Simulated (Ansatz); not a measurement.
# C3H11N3OW: the cost of one run

The runs use Ansatz 0.2.0, Gaussian basis; the settings change from run to run.

## Step 1: The molecule

An earlier PBE0-D4 in a triple-zeta def2 set relaxation fixed the geometry. W takes a core potential in def2 sets; no spin-orbit term is included.

SMILES `C[N]=[W]([NH2])(=[O])[N](C)C`, 19 atoms, charge 0, spin multiplicity 1.

Atoms are counted from 1 here; the program's logs count them from 0.

Bond lengths: C1–N2 1.420 Å, C1–H9 1.096 Å, C1–H10 1.096 Å, C1–H11 1.096 Å, N2–W3 1.759 Å, W3–N4 1.962 Å, W3–O5 1.722 Å, W3–N6 1.950 Å, N4–H12 1.007 Å, N4–H13 1.008 Å, N6–C7 1.447 Å, N6–C8 1.443 Å, C7–H14 1.098 Å, C7–H15 1.098 Å, C7–H16 1.092 Å, C8–H17 1.089 Å, C8–H18 1.099 Å, C8–H19 1.099 Å. Angles: N2–C1–H9 110.3°, N2–C1–H10 112.4°, N2–C1–H11 110.3°, H9–C1–H10 108.2°, H9–C1–H11 107.3°, H10–C1–H11 108.3°, C1–N2–W3 154.2°, N2–W3–N4 106.5°, N2–W3–O5 114.7°, N2–W3–N6 106.0°, N4–W3–O5 109.3°, N4–W3–N6 111.7°, O5–W3–N6 108.6°, W3–N4–H12 125.0°, W3–N4–H13 123.1°, H12–N4–H13 111.3°, W3–N6–C7 119.4°, W3–N6–C8 127.7° and more.

## Step 2: PBEsol/def2-mTZVPP

Input file in.yaml:

```yaml
crystal:
  periodic: [false, false, false]
  atoms:
    - {symbol: C, position_ang: [1.700583, -1.870190, -1.850052]}
    - {symbol: N, position_ang: [1.249409, -0.881046, -0.936831]}
    - {symbol: W, position_ang: [0.549743, 0.673228, -0.502984]}
    - {symbol: N, position_ang: [1.910805, 1.626539, 0.540746]}
    - {symbol: O, position_ang: [0.074257, 1.647719, -1.840180]}
    - {symbol: N, position_ang: [-1.029626, 0.270389, 0.567454]}
    - {symbol: C, position_ang: [-2.014671, 1.305269, 0.796842]}
    - {symbol: C, position_ang: [-1.365006, -0.976131, 1.211618]}
    - {symbol: H, position_ang: [1.165760, -2.812178, -1.684118]}
    - {symbol: H, position_ang: [1.552749, -1.572531, -2.893967]}
    - {symbol: H, position_ang: [2.766987, -2.070524, -1.698025]}
    - {symbol: H, position_ang: [2.731967, 1.204012, 0.941228]}
    - {symbol: H, position_ang: [1.941918, 2.631519, 0.616696]}
    - {symbol: H, position_ang: [-2.082524, 1.559532, 1.863041]}
    - {symbol: H, position_ang: [-3.007901, 0.977326, 0.462730]}
    - {symbol: H, position_ang: [-1.765514, 2.214827, 0.246115]}
    - {symbol: H, position_ang: [-0.621863, -1.736798, 0.977823]}
    - {symbol: H, position_ang: [-2.349448, -1.333165, 0.878930]}
    - {symbol: H, position_ang: [-1.407627, -0.857775, 2.302934]}
basis:
  gaussian: {orbitals: def2-mTZVPP}
hamiltonian: {xc: {name: PBEsol}}
output: {forces: true}
```

Launch:

```bash
$ ansatz run in.yaml --threads 4 --pin off --events-out ev --progress --plain --max-ram 66560MiB --backend cpu
```

What time and memory should one allow on 4 threads of AMD EPYC 7R13, shared host?

About 3.5 s, with a peak of 0.4 GiB.
